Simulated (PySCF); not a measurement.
# C7H7NO2: excited states, first hyperpolarisability

What do calculations give for the excited states, first hyperpolarisability of C7H7NO2 (`CC(=O)c1ccc[n+]([O-])c1`)?

Computed with PySCF 2.14.0 and routines of our own; the level stands in each step. Atoms count from 0.

### Step 1. The starting structure

17 atoms, charge 0, multiplicity 1; geometry from: GFN2-xTB.

### Step 2. Relaxing the molecule at PBE0-D3(BJ)/def2-SVP

Job settings and geometry (Å):

```
{"job": {"xc": "PBE0", "basis": "def2-SVP", "d3": "d3bj", "grid": 2, "kind": "geom"}, "charge": 0, "multiplicity": 1}
C     -2.633645    -0.497756     0.139282
C     -1.694886     0.621836    -0.218413
O     -2.086390     1.706738    -0.575914
C     -0.229095     0.338257    -0.113289
C      0.664383     1.360594    -0.438148
C      2.022128     1.107777    -0.343377
C      2.464152    -0.128442     0.063309
N      1.600826    -1.125228     0.379997
O      2.020841    -2.245419     0.748769
C      0.270952    -0.886123     0.289997
H     -3.659302    -0.158310     0.018805
H     -2.458896    -1.353782    -0.508856
H     -2.474367    -0.803499     1.171063
H      0.279095     2.316458    -0.752581
H      2.745030     1.870326    -0.585327
H      3.508736    -0.382654     0.155929
H     -0.346560    -1.728741     0.558842
```

On the command line:

```sh
OMP_NUM_THREADS=1 python excited_run.py task.json out
```

The driver reads the jobs from task.json and runs them one after another.

Log:

```text
step   0  E = -475.22159122  max force = 0.014031
step   1  E = -475.22323651  max force = 0.002747
step   2  E = -475.22325286  max force = 0.000744
step   3  E = -475.22325620  max force = 0.000980
step   4  E = -475.22326166  max force = 0.000355
optimisation converged
```

It took 80 s on 1 thread of Arm Neoverse V2, shared host; peak memory 0.81 GiB.

The steps of the relaxation:

| step | energy from step 0 (eV) | largest force component (eV/Å) |
| --- | --- | --- |
| 0 | 0.0000 | 0.7215 |
| 1 | -0.0448 | 0.1413 |
| 2 | -0.0452 | 0.0383 |
| 3 | -0.0453 | 0.0504 |
| 4 | -0.0455 | 0.0183 |

Distances of close pairs at the start and the end, largest changes first:

| bond | before (Å) | after (Å) | change (Å) |
| --- | --- | --- | --- |
| N7–C9 | 1.354 | 1.370 | +0.016 |
| C6–N7 | 1.356 | 1.371 | +0.015 |
| C5–H14 | 1.078 | 1.092 | +0.014 |
| C0–H11 | 1.088 | 1.101 | +0.013 |
| C0–H12 | 1.088 | 1.101 | +0.013 |
| C4–H13 | 1.077 | 1.090 | +0.013 |
| C6–H15 | 1.079 | 1.089 | +0.010 |
| C9–H16 | 1.079 | 1.089 | +0.010 |

The final coordinates are the input of the step that follows.

| at the end point | value |
| --- | --- |
| point group (found at 0.08 Å tolerance) | Cs |
| rotational constants (GHz, main isotopes) | 2.644, 0.983, 0.720 |
| dipole moment (D) | 1.01 |

### Step 3. Excited states: TDA wB97X-D/aug-cc-pVDZ

Job settings and geometry (Å):

```
{"job": {"kind": "states", "xc": "wB97X-D", "basis": "aug-cc-pVDZ", "tda": true, "soc": true, "nstates": 6, "ntriplets": 5, "nquad": 4}, "charge": 0, "multiplicity": 1}
C     -2.529498    -0.701648     0.152717
C     -1.579870     0.409462    -0.205997
O     -1.973740     1.492199    -0.572270
C     -0.101456     0.152734    -0.101881
C      0.782738     1.185533    -0.429410
C      2.146467     0.934607    -0.329452
C      2.604073    -0.303114     0.082563
N      1.741116    -1.318411     0.404771
O      2.165398    -2.433078     0.776268
C      0.396510    -1.075715     0.307879
H     -3.557755    -0.343599     0.025748
H     -2.364245    -1.579983    -0.490420
H     -2.378431    -1.025301     1.194207
H      0.378166     2.146032    -0.749936
H      2.882436     1.703673    -0.572253
H      3.652691    -0.579545     0.186565
H     -0.206256    -1.939666     0.583520
```

With the program's defaults for keys left out, this is: TDA wB97X-D/aug-cc-pVDZ excited states, vertical, gas phase, spin-orbit mean-field couplings.

Log:

```text
coarse grid: 15176 points
cycle   1  E = -475.6618249170  dE =  2.440e+00  |g| = 1.210e+00  |ddm| = 2.216e+01
cycle   2  E = -475.0719869783  dE =  5.898e-01  |g| = 2.171e+00  |ddm| = 8.025e+00
cycle   3  E = -475.9661141046  dE = -8.941e-01  |g| = 1.608e-01  |ddm| = 5.051e+00
cycle   4  E = -475.9691908747  dE = -3.077e-03  |g| = 1.255e-01  |ddm| = 6.768e-01
cycle   5  E = -475.9725744290  dE = -3.384e-03  |g| = 2.175e-02  |ddm| = 3.718e-01
cycle   6  E = -475.9726869990  dE = -1.126e-04  |g| = 8.982e-03  |ddm| = 1.391e-01
cycle   7  E = -475.9727090774  dE = -2.208e-05  |g| = 4.205e-03  |ddm| = 4.477e-02
cycle   8  E = -475.9727144979  dE = -5.420e-06  |g| = 1.314e-03  |ddm| = 2.363e-02
final grid: 149472 points
cycle   9  E = -475.9865983441  dE = -1.449e-04  |g| = 7.125e-03  |ddm| = 1.246e+00
cycle  10  E = -475.9865974089  dE =  9.352e-07  |g| = 8.514e-03  |ddm| = 1.084e-01
cycle  11  E = -475.9866109209  dE = -1.351e-05  |g| = 1.220e-03  |ddm| = 2.060e-02
cycle  12  E = -475.9866111965  dE = -2.756e-07  |g| = 5.483e-04  |ddm| = 8.286e-03
cycle  13  E = -475.9866112630  dE = -6.651e-08  |g| = 2.198e-04  |ddm| = 4.381e-03
cycle  14  E = -475.9866112761  dE = -1.316e-08  |g| = 5.134e-05  |ddm| = 8.451e-04
cycle  15  E = -475.9866112777  dE = -1.513e-09  |g| = 2.452e-05  |ddm| = 5.426e-04
cycle  16  E = -475.9866112779  dE = -2.666e-10  |g| = 1.052e-05  |ddm| = 2.069e-04
converged SCF energy = -475.9866112779

Singlet excitations
state   eV       nm        f     d(h-e)  d(exc)  Lambda  PR(NTO)  |dmu|/D   mu/D   main configurations
  1   3.9611   313.0   0.00009   0.876   2.668   0.424   1.040    2.488    3.330   H-2->L 0.43, H-1->L 0.42, H-2->L+8 0.08
  2   3.9890   310.8   0.04434   1.502   3.364   0.637   1.214    3.563    2.801   H->L 0.75, H->L+1 0.12
  3   4.4665   277.6   0.00001   1.597   2.868   0.382   1.087    3.284    2.047   H-1->L+1 0.51, H-1->L 0.17, H-2->L 0.16
  4   5.1245   241.9   0.16569   0.727   3.039   0.694   1.425    0.662    1.091   H->L+1 0.63, H->L 0.15, H-3->L 0.14
  5   5.1312   241.6   0.00172   2.402   3.528   0.400   1.096                     H-1->L 0.32, H-1->L+1 0.32, H-2->L 0.24
  6   5.9682   207.7   0.00094   0.490   4.405   0.147   1.018                     H->L+2 0.68, H->L+4 0.08

Triplet excitations (Tamm-Dancoff)
state   eV     d(h-e)  d(exc)  Lambda  PR(NTO)   main configurations
  1   2.6258   0.733   2.850   0.668   1.070   H->L 0.48, H->L+1 0.43
  2   3.3061   1.251   3.111   0.675   1.018   H->L+1 0.50, H->L 0.44
  3   3.4726   0.887   2.539   0.424   1.019   H-2->L 0.48, H-1->L 0.34, H-2->L+8 0.10
  4   4.1761   1.634   2.834   0.376   1.035   H-1->L+1 0.52, H-1->L 0.19, H-2->L 0.11
  5   4.2648   0.362   2.771   0.697   1.125   H-3->L 0.83
S1 - T1 = 1.3353 eV

Spin-orbit couplings |<S|Hso|T>| (cm-1)
             T1       T2       T3       T4       T5
S0        0.055    0.294   51.274   38.132    0.043
S1       12.225    8.456    0.347    0.324   12.495
S2        0.377    0.307    8.180    9.517    0.364
S3       39.134    7.737    0.081    0.033   11.121
S4        0.383    3.696    8.270   38.886    0.251
S5        3.934   38.542    1.173    3.672    3.322
S6        1.671    0.745    0.091    0.138    0.189
T1 sublevels (cm-1): 0.000 0.000 0.024   radiative rates (1/s): 0.000382 0.000108 0.00508
```

Run time: 1.8 min. Hardware: 1 thread of Arm Neoverse V2, shared host; peak memory 1.2 GiB.

From this job:

| quantity | value |
| --- | --- |
| S1 less T1 | 1.34 eV |

Orbitals, density, ELF and potential are computed afterwards from the orbital file.

Frontier orbitals at wB97X-D/aug-cc-pVDZ, with the share of their density that lies nearest to each atom:

| orbital | energy (eV) | lies on |
| --- | --- | --- |
| HOMO | -8.37 | O8 48 %; C4 16 %; C6, C9 about 10 % each |
| LUMO | -0.57 | C1 19 %; O2 15 %; C3, C6 about 14 % each |

ELF in a plane through or near 15 of the atoms.

Ten even steps from '0' (0.00) to '9' (1.00):
```
0000000000000000000000000000
0000000000000000000000000000
0000000000000000000000000000
0000000000037600011000000000
0000003620089920577530000000
0000059980189931898862000000
0000189995467910754971000000
0000049992847532477300110000
0000001555775948572217993000
0000012378403457859689998000
0002899842303884136739996000
0002999959676634005653320000
0000799516638299303531000000
0000000036851499800100000000
0000001685582089600000000000
0000002587886013100000000000
0000000135664100000000000000
0000000000010000000000000000
0000000000000000000000000000
0000000000000000000000000000
```
The map spans 12.6 Å across and 10.3 Å up, centred on the molecule. Atoms in the plane (x, y in Å): C0 (2.7, -0.3), C1 (1.6, 0.8), O2 (1.9, 2.0), C3 (0.2, 0.4), C4 (-0.8, 1.4), C5 (-2.1, 1.0), C6 (-2.5, -0.3), N7 (-1.5, -1.3), O8 (-1.8, -2.5), C9 (-0.2, -1.0), H10 (3.7, 0.2), H13 (-0.5, 2.4), H14 (-2.9, 1.7), H15 (-3.5, -0.7), H16 (0.5, -1.8).

On the surface of density 0.002 e/bohr³ the electrostatic potential runs, from the 1st to the 99th percentile, from -1.72 V near O8 to 1.47 V near H14.

### Step 4. Excited states: TDDFT CAM-B3LYP/aug-cc-pVDZ

Settings changed since step 3:

```diff
@@ -1,2 +1,2 @@
-{"job": {"kind": "states", "xc": "wB97X-D", "basis": "aug-cc-pVDZ", "tda": true, "soc": true, "nstates": 6, "ntriplets": 5, "nquad": 4}, "charge": 0, "multiplicity": 1}
+{"job": {"kind": "states", "xc": "CAM-B3LYP", "basis": "aug-cc-pVDZ", "tpa": true, "nstates": 8, "nquad": 6, "ntriplets": 0}, "charge": 0, "multiplicity": 1}
 C     -2.529498    -0.701648     0.152717
```

Level: TDDFT CAM-B3LYP/aug-cc-pVDZ excited states, vertical, gas phase, two-photon moments by quadratic response.

Log:

```text
coarse grid: 15176 points
cycle   1  E = -475.5990408415  dE =  2.353e+00  |g| = 1.193e+00  |ddm| = 2.712e+01
cycle   2  E = -474.8192599744  dE =  7.798e-01  |g| = 2.352e+00  |ddm| = 9.968e+00
cycle   3  E = -475.8859148677  dE = -1.067e+00  |g| = 2.163e-01  |ddm| = 6.446e+00
cycle   4  E = -475.8916677584  dE = -5.753e-03  |g| = 1.600e-01  |ddm| = 9.109e-01
cycle   5  E = -475.8972515378  dE = -5.584e-03  |g| = 2.902e-02  |ddm| = 4.543e-01
cycle   6  E = -475.8974347594  dE = -1.832e-04  |g| = 9.609e-03  |ddm| = 1.643e-01
cycle   7  E = -475.8974550689  dE = -2.031e-05  |g| = 4.670e-03  |ddm| = 4.155e-02
cycle   8  E = -475.8974601531  dE = -5.084e-06  |g| = 1.213e-03  |ddm| = 2.028e-02
final grid: 149472 points
cycle   9  E = -475.9251068410  dE = -2.677e-05  |g| = 4.326e-03  |ddm| = 5.718e-01
cycle  10  E = -475.9251052305  dE =  1.610e-06  |g| = 5.497e-03  |ddm| = 4.585e-02
cycle  11  E = -475.9251112511  dE = -6.021e-06  |g| = 1.095e-03  |ddm| = 1.743e-02
cycle  12  E = -475.9251114746  dE = -2.235e-07  |g| = 2.070e-04  |ddm| = 3.728e-03
cycle  13  E = -475.9251114815  dE = -6.853e-09  |g| = 1.410e-04  |ddm| = 1.379e-03
cycle  14  E = -475.9251114868  dE = -5.289e-09  |g| = 2.932e-05  |ddm| = 5.403e-04
cycle  15  E = -475.9251114871  dE = -3.174e-10  |g| = 1.040e-05  |ddm| = 1.824e-04
converged SCF energy = -475.9251114871

Singlet excitations
state   eV       nm        f     d(h-e)  d(exc)  Lambda  PR(NTO)  |dmu|/D   mu/D   delta(TPA)   sigma/GM   main configurations
  1   3.8365   323.2   0.03794   1.493   3.376   0.633   1.223    3.857    3.041       87.75      0.473   H->L 0.84, H->L+1 0.09
  2   3.9368   314.9   0.00006   0.894   2.679   0.420   1.039    2.516    3.400        0.06      0.000   H-2->L 0.46, H-1->L 0.40, H-2->L+8 0.08
  3   4.4424   279.1   0.00001   1.617   2.890   0.380   1.078    3.353    2.075        0.16      0.001   H-1->L+1 0.51, H-1->L 0.18, H-2->L 0.15
  4   4.7052   263.5   0.14449   0.614   2.954   0.697   1.383    0.632    0.928        6.00      0.049   H->L+1 0.79, H->L 0.11
  5   5.1491   240.8   0.00030   2.469   3.584   0.395   1.073    4.906    3.931        0.10      0.001   H-1->L 0.34, H-1->L+1 0.33, H-2->L 0.23
  6   5.7280   216.5   0.00115   0.665   4.448   0.171   1.013    0.732    1.017       16.97      0.204   H->L+2 0.78
  7   5.7613   215.2   0.43215   0.676   3.154   0.646   1.601                                            H-3->L 0.69, H-3->L+1 0.10
  8   6.2227   199.2   0.01840   0.792   4.877   0.175   1.191                                            H->L+3 0.68, H->L+6 0.09
```

Wall time 2.3 min (1 thread of Arm Neoverse V2, shared host); peak memory 1.3 GiB.

### Step 5. First hyperpolarisability: quadratic response CAM-B3LYP/aug-cc-pVDZ

Settings changed since step 4:

```diff
@@ -1,2 +1,2 @@
-{"job": {"kind": "states", "xc": "CAM-B3LYP", "basis": "aug-cc-pVDZ", "tpa": true, "nstates": 8, "nquad": 6, "ntriplets": 0}, "charge": 0, "multiplicity": 1}
+{"job": {"kind": "beta", "xc": "CAM-B3LYP", "basis": "aug-cc-pVDZ"}, "charge": 0, "multiplicity": 1}
 C     -2.529498    -0.701648     0.152717
```

Level: quadratic response CAM-B3LYP/aug-cc-pVDZ first hyperpolarisability, Taylor convention, gas phase.

Log:

```text
coarse grid: 15176 points
cycle   1  E = -475.5990408415  dE =  2.353e+00  |g| = 1.193e+00  |ddm| = 2.712e+01
cycle   2  E = -474.8192599744  dE =  7.798e-01  |g| = 2.352e+00  |ddm| = 9.968e+00
cycle   3  E = -475.8859148677  dE = -1.067e+00  |g| = 2.163e-01  |ddm| = 6.446e+00
cycle   4  E = -475.8916677584  dE = -5.753e-03  |g| = 1.600e-01  |ddm| = 9.109e-01
cycle   5  E = -475.8972515378  dE = -5.584e-03  |g| = 2.902e-02  |ddm| = 4.543e-01
cycle   6  E = -475.8974347594  dE = -1.832e-04  |g| = 9.609e-03  |ddm| = 1.643e-01
cycle   7  E = -475.8974550689  dE = -2.031e-05  |g| = 4.670e-03  |ddm| = 4.155e-02
cycle   8  E = -475.8974601531  dE = -5.084e-06  |g| = 1.213e-03  |ddm| = 2.028e-02
final grid: 149472 points
cycle   9  E = -475.9251068410  dE = -2.677e-05  |g| = 4.326e-03  |ddm| = 5.718e-01
cycle  10  E = -475.9251052305  dE =  1.610e-06  |g| = 5.497e-03  |ddm| = 4.585e-02
cycle  11  E = -475.9251112511  dE = -6.021e-06  |g| = 1.095e-03  |ddm| = 1.743e-02
cycle  12  E = -475.9251114746  dE = -2.235e-07  |g| = 2.070e-04  |ddm| = 3.728e-03
cycle  13  E = -475.9251114815  dE = -6.853e-09  |g| = 1.410e-04  |ddm| = 1.379e-03
cycle  14  E = -475.9251114868  dE = -5.289e-09  |g| = 2.932e-05  |ddm| = 5.403e-04
cycle  15  E = -475.9251114871  dE = -3.174e-10  |g| = 1.040e-05  |ddm| = 1.824e-04
converged SCF energy = -475.9251114871

Lowest singlets (eV, f): 3.8365 0.0379  3.9368 0.0001  4.4424 0.0000

First hyperpolarisability (au)
process     nm      |vector|   parallel      HRS      DR
static         -      337.28    -159.25     130.94    6.43
shg       1907.0      372.38    -174.13     144.54   6.706
eope      1907.0      348.30    -163.93          -       -
shg       1064.0      480.62    -219.05     187.27   7.337
eope      1064.0      375.10    -175.27          -       -
```

Run time: 1.8 min. Hardware: 1 thread of Arm Neoverse V2, shared host; peak memory 1.3 GiB.

### Step 6. Excited states: TDA wB97X-D/aug-cc-pVDZ in methanol

Settings changed since step 5:

```diff
@@ -1,2 +1,2 @@
-{"job": {"kind": "beta", "xc": "CAM-B3LYP", "basis": "aug-cc-pVDZ"}, "charge": 0, "multiplicity": 1}
+{"job": {"kind": "states", "xc": "wB97X-D", "basis": "aug-cc-pVDZ", "tda": true, "soc": true, "nstates": 6, "ntriplets": 5, "nquad": 4, "solvent": "methanol"}, "charge": 0, "multiplicity": 1}
 C     -2.529498    -0.701648     0.152717
```

Level: TDA wB97X-D/aug-cc-pVDZ excited states, vertical, IEF-PCM methanol (non-equilibrium response), spin-orbit mean-field couplings.

Log:

```text
coarse grid: 15176 points
cycle   1  E = -475.7117098653  dE =  2.391e+00  |g| = 1.165e+00  |ddm| = 2.216e+01
cycle   2  E = -475.3748190818  dE =  3.369e-01  |g| = 1.823e+00  |ddm| = 8.285e+00
cycle   3  E = -475.9877567392  dE = -6.129e-01  |g| = 1.007e-01  |ddm| = 4.942e+00
cycle   4  E = -475.9891851974  dE = -1.428e-03  |g| = 7.752e-02  |ddm| = 6.165e-01
cycle   5  E = -475.9904753364  dE = -1.290e-03  |g| = 1.384e-02  |ddm| = 3.298e-01
cycle   6  E = -475.9905301518  dE = -5.482e-05  |g| = 5.328e-03  |ddm| = 1.191e-01
cycle   7  E = -475.9905399732  dE = -9.821e-06  |g| = 2.452e-03  |ddm| = 3.637e-02
final grid: 149472 points
cycle   8  E = -476.0042772565  dE = -1.467e-04  |g| = 5.477e-03  |ddm| = 1.234e+00
cycle   9  E = -476.0042803337  dE = -3.077e-06  |g| = 5.467e-03  |ddm| = 1.185e-01
cycle  10  E = -476.0042861074  dE = -5.774e-06  |g| = 1.106e-03  |ddm| = 2.029e-02
cycle  11  E = -476.0042863681  dE = -2.607e-07  |g| = 5.246e-04  |ddm| = 8.641e-03
cycle  12  E = -476.0042864413  dE = -7.315e-08  |g| = 1.251e-04  |ddm| = 4.925e-03
cycle  13  E = -476.0042864479  dE = -6.621e-09  |g| = 7.259e-05  |ddm| = 1.014e-03
cycle  14  E = -476.0042864505  dE = -2.593e-09  |g| = 2.050e-05  |ddm| = 8.613e-04
cycle  15  E = -476.0042864508  dE = -2.674e-10  |g| = 8.224e-06  |ddm| = 2.671e-04
converged SCF energy = -476.0042864508

Singlet excitations
state   eV       nm        f     d(h-e)  d(exc)  Lambda  PR(NTO)  |dmu|/D   mu/D   main configurations
  1   4.0917   303.0   0.00008   0.928   2.650   0.433   1.022    2.933    4.223   H-1->L 0.60, H-2->L 0.25
  2   4.1676   297.5   0.04831   1.455   3.346   0.637   1.237    4.159    3.059   H->L 0.75, H->L+1 0.12
  3   4.8334   256.5   0.00001   1.658   2.927   0.384   1.059    4.208    2.374   H-1->L+1 0.38, H-2->L 0.24, H-2->L+1 0.18
  4   5.0958   243.3   0.21046   0.680   2.977   0.695   1.353    0.669    1.519   H->L+1 0.66, H->L 0.15, H-3->L 0.13
  5   5.4992   225.5   0.00035   2.369   3.551   0.398   1.095                     H-2->L 0.36, H-1->L+1 0.28, H-1->L 0.17
  6   5.9049   210.0   0.80646   0.844   3.117   0.663   1.737                     H-3->L 0.64, H->L+1 0.15

Triplet excitations (Tamm-Dancoff)
state   eV     d(h-e)  d(exc)  Lambda  PR(NTO)   main configurations
  1   2.8503   0.733   2.832   0.665   1.095   H->L 0.50, H->L+1 0.41
  2   3.5677   1.252   3.111   0.675   1.025   H->L+1 0.51, H->L 0.42
  3   3.6251   0.896   2.543   0.429   1.013   H-1->L 0.53, H-2->L 0.28
  4   4.2487   0.398   2.790   0.684   1.130   H-3->L 0.84
  5   4.5988   1.675   2.890   0.381   1.029   H-1->L+1 0.38, H-2->L+1 0.20, H-2->L 0.20
S1 - T1 = 1.2414 eV

Spin-orbit couplings |<S|Hso|T>| (cm-1)
             T1       T2       T3       T4       T5
S0        0.055    0.763   48.253    0.058   35.100
S1       10.135    8.244    0.283   11.101    0.130
S2        0.112    0.221    7.753    0.108   11.575
S3       38.288    6.312    0.157   10.668    0.008
S4        0.026    0.166    6.739    0.022   39.863
S5        3.593   37.776    1.044    2.138    0.353
S6        0.052    0.174   11.615    0.028   16.573
T1 sublevels (cm-1): 0.000 0.000 0.016   radiative rates (1/s): 2.89e-05 0.000931 0.00558
```

Run time: 96 s. Hardware: 1 thread of Arm Neoverse V2, shared host; peak memory 1.3 GiB.

From this job:

| quantity | value |
| --- | --- |
| S1 less T1 | 1.24 eV |

### Step 7. What came out

```
                                                   quantity                                                value
                                                point group                                                   Cs
                       rotational constants (main isotopes)                                 2.64, 0.98, 0.72 GHz
               S1 less T1 (step 3, TDA wB97X-D/aug-cc-pVDZ)                                              1.34 eV
                      surface potential, 1st and 99th percentile                                   -1.72 V and 1.47 V
β vector (step 5, quadratic response CAM-B3LYP/aug-cc-pVDZ)  static 337, SHG 1907.0 nm 372, SHG 1064.0 nm 481 au
   S1 less T1 (step 6, TDA wB97X-D/aug-cc-pVDZ in methanol)                                              1.24 eV
```

In words: Relaxing lowered the energy by 0.045 eV in 4 steps; the close pair that moved most is N7–C9, from 1.354 to 1.370 Å. In step 3 some excited states are degenerate or nearly so. In step 3, the number of triplets below S1 is 3, and the largest singlet-triplet spin-orbit coupling is S0–T3, 51.27 cm⁻¹. By nearest atom (wB97X-D/aug-cc-pVDZ), the HOMO sits on O8 48 %; C4 16 % and the LUMO on C1 19 %; O2 15 %. β grows from 337 au (static) to 481 au for doubling at 1064.0 nm: normal dispersion, which grows as twice the photon energy moves toward the bright states. In step 6, the number of triplets below S1 is 3, and the largest singlet-triplet spin-orbit coupling is S0–T3, 48.25 cm⁻¹.
